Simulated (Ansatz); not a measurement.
**C2H4IN: one species, many methods**

The task here is to estimate one member of a computed series from the others.

Computed with Ansatz 0.2.0, Gaussian basis. Level: functionals in def2-TZVPP, the program's frozen cores in correlated methods.

Plan: LDA (SPW92), PBE-D4, revPBE-D4, BLYP-D4, r2SCAN-D4, B97M-V, PBE0-D4, B3LYP-D4, r2SCANh-D4, r2SCAN0-D4, HSE06-D4, BHLYP-D4, CAM-B3LYP-D4, LC-ωPBE, ωB97X-V, ωB97M-V, B2PLYP, PBE-QIDH; CCSD(T)/def2-SVP; CCSD(T)/def2-TZVPP; MP2/def2-QZVPP; extrapolation to the limit; RPA on PBE.

## Structure used throughout

All runs share one geometry, relaxed beforehand with PBE0-D4 in a triple-zeta def2 set. I takes the def2 core potential; no spin-orbit term is included.

SMILES `C=C(N)I`, 8 atoms, charge 0, spin multiplicity 1.

Atoms are counted from 1 here; the program's logs count them from 0.

Bond lengths: C1–C2 1.329 Å, C1–H5 1.078 Å, C1–H6 1.086 Å, C2–N3 1.377 Å, C2–I4 2.098 Å, N3–H7 1.007 Å, N3–H8 1.010 Å. Angles: C2–C1–H5 121.9°, C2–C1–H6 119.8°, H5–C1–H6 118.2°, C1–C2–N3 127.2°, C1–C2–I4 120.0°, N3–C2–I4 112.6°, C2–N3–H7 116.0°, C2–N3–H8 114.3°, H7–N3–H8 113.2°.

Set-up of the first run:

in.yaml reads:

```yaml
crystal:
  periodic: [false, false, false]
  atoms:
    - {symbol: C, position_ang: [-0.284821, 1.172407, -0.132716]}
    - {symbol: C, position_ang: [-0.169656, -0.147759, -0.235770]}
    - {symbol: N, position_ang: [0.800814, -0.945498, 0.327126]}
    - {symbol: I, position_ang: [-1.485054, -1.223740, -1.465932]}
    - {symbol: H, position_ang: [-1.020738, 1.726438, -0.693169]}
    - {symbol: H, position_ang: [0.385920, 1.723318, 0.519597]}
    - {symbol: H, position_ang: [0.512401, -1.874647, 0.587134]}
    - {symbol: H, position_ang: [1.353332, -0.487721, 1.037929]}
basis:
  gaussian: {orbitals: def2-TZVPP}
hamiltonian: {xc: lda}
output: {orbitals: {seedname: orbitals}}
```

Launch:

```sh
$ ansatz run in.yaml --threads 2 --pin off --events-out ev --progress --plain --max-ram 4352MiB
```

Steps of the session up to this table: LDA; PBE-D4 (GGA); revPBE-D4 (GGA); BLYP-D4 (GGA); r2SCAN-D4 (meta-GGA); B97M-V (meta-GGA); PBE0-D4 (hybrid); B3LYP-D4 (hybrid); r2SCANh-D4 (hybrid); r2SCAN0-D4 (hybrid); HSE06-D4 (hybrid); BHLYP-D4 (hybrid); CAM-B3LYP-D4 (range-separated); LC-ωPBE (range-separated); ωB97X-V (range-separated); ωB97M-V (range-separated); B2PLYP (double hybrid); PBE-QIDH (double hybrid).

One of the session's tables, all rows but one given; the rest of the session is left out.

It belongs to the step «Orbital energies across the functionals». 

```
  functional  HOMO (eV)  gap (eV)
 LDA (SPW92)      -5.45      3.55
      PBE-D4          ?         ?
   revPBE-D4      -5.21      3.59
     BLYP-D4      -5.12      3.51
   r2SCAN-D4      -5.49      4.00
      B97M-V      -5.51      4.08
     PBE0-D4      -6.41      5.62
    B3LYP-D4      -6.19      5.14
  r2SCANh-D4      -5.92      4.76
  r2SCAN0-D4      -6.56      5.89
    HSE06-D4      -6.01      4.84
    BHLYP-D4      -7.39      7.56
CAM-B3LYP-D4      -7.69      7.95
     LC-ωPBE      -9.03     10.47
     ωB97X-V      -8.67     10.00
     ωB97M-V      -8.58      9.74
```

Estimate the missing values for PBE-D4.

As computed: HOMO (eV): -5.28; gap (eV): 3.57. In the column «HOMO (eV)» it lies between LDA (SPW92) (-5.45) and revPBE-D4 (-5.21).
